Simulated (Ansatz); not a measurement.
# MnNi3: the cost of one run

Computed with Ansatz 0.2.0 (DFT LDA, scalar-relativistic, plane waves, PAW, unless a step's input says otherwise).

## (1) The system as given

The structure is cubic, space group Pm-3m (No. 221). The conventional cell has a = 3.456 Å, b = 3.456 Å, c = 3.456 Å, α = 90.00°, β = 90.00°, γ = 90.00°. Mn (site symmetry m-3m) has 12 Ni at 2.44 Å as nearest neighbours. Ni (site symmetry 4/mmm) is surrounded by 4 Mn at 2.44 Å and 8 Ni at 2.44 Å.

Structure file:

```xyz
4
Lattice="3.4563 0.0000 0.0000 0.0000 3.4563 0.0000 0.0000 0.0000 3.4563" Properties=species:S:1:pos:R:3 pbc="T T T"
Mn    0.0000    0.0000    0.0000
Ni    0.0000    1.7282    1.7282
Ni    1.7282    0.0000    1.7282
Ni    1.7282    1.7282    0.0000
```

This cell comes from an earlier session at LDA: 10.322 Å³/atom at 0.10 GPa, on a 12×12×12 mesh.

## (2) Ferrimagnetic, in the cell as typed

The input, input.yaml:

```yaml
crystal:
  lattice:
    - [3.4563036984, 0.0, 0.0]
    - [0.0, 3.4563036984, 0.0]
    - [0.0, 0.0, 3.4563036984]
  atoms:
    - { symbol: Mn, position: [0.0, 0.0, 0.0], spin: 3.5 }
    - { symbol: Ni, position: [0.0, 0.5, 0.5], spin: -0.8 }
    - { symbol: Ni, position: [0.5, 0.0, 0.5], spin: -0.8 }
    - { symbol: Ni, position: [0.5, 0.5, 0.0], spin: -0.8 }
basis:
  ecutwfc: 420
  ecutrho_ratio: 4
kpoints:
  mp_grid: { grid: [12, 12, 12] }
hamiltonian:
  xc: lda
scf:
  occupations: { method: gaussian, width: 0.05 }
  lower_state_search: "off"
output:
  forces: true
  stress: true
  eigenvalues: true
  populations: true
magnetization:
  spin_polarized: true
```

Launch:

```console
> ansatz run input.yaml --threads 2 --pin off --max-ram 5120MiB --backend cpu --events-out ev --progress --plain --runs-dir out
```

What time and memory should one allow on 2 threads of Intel Xeon 6975P-C (Granite Rapids), shared host?

About 8.8 s, with a peak of 0.53 GiB.
